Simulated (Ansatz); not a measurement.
The system is SiF.

```
Si F
1.0
     3.02860    0.00000    0.00000
     0.00000    3.02860    0.00000
     0.00000    0.00000    3.02860
Si F
1 1
Cartesian
  1.5143 1.5143 1.5143
  0.0000 0.0000 0.0000
```

The cell was built by a generator and needn't be a form met in nature.

| Property | Result |
| --- | --- |
| Program | Ansatz 0.2.0 |
| Task | relaxation of cell and atoms |
| Functional | PBEsol |
| Potentials or basis | Ansatz PAW |
| Cutoff | 420 eV (not typed: the program's choice for these potentials) |
| k mesh | 9 × 9 × 9 |
| Occupations | fermi-dirac, width 0.05 eV |
| Spin | no spin polarisation |

At the start: volume 13.89 Å³/atom.

Task: How do energy, volume and symmetry change on relaxing?

Result: It ends after 7 steps and the volume is 13.26 Å³/atom (-4.5 %); space group Pm-3m (No. 221, to 0.05 Å).

Step by step:
```tsv
step	energy change (eV)	largest force (eV/Å)	volume (Å³)
1	0.0000	0.0000	27.78
2	-0.0176	0.0000	26.24
3	-0.0176	0.0000	26.61
4	-0.0177	0.0000	26.59
5	-0.0148	0.0000	26.59
6	-0.0151	0.0000	26.52
7	-0.0150	0.0000	26.52
```

Final structure:
```cif
data_structure
_symmetry_space_group_name_H-M 'P 1'
_symmetry_Int_Tables_number 1
_cell_length_a 2.9820
_cell_length_b 2.9820
_cell_length_c 2.9820
_cell_angle_alpha 90.000
_cell_angle_beta 90.000
_cell_angle_gamma 90.000
_cell_volume 26.52
loop_
_atom_site_label
_atom_site_type_symbol
_atom_site_fract_x
_atom_site_fract_y
_atom_site_fract_z
_atom_site_occupancy
Si1 Si 0.50000 0.50000 0.50000 1
F1 F 0.00000 0.00000 0.00000 1
```

Caveat: the plane-wave basis is chosen anew once the cell has moved, so the energies of steps on either side of that aren't comparable; the pressure holds a Pulay correction of +0.5 GPa for the finite cutoff; an odd number of electrons without spin polarisation forces a metal; a magnetic or distorted state may lie lower; the PAW data sets come from PBE, with cores solved anew for the run's functional, which leaves a small shift of forces and pressure.
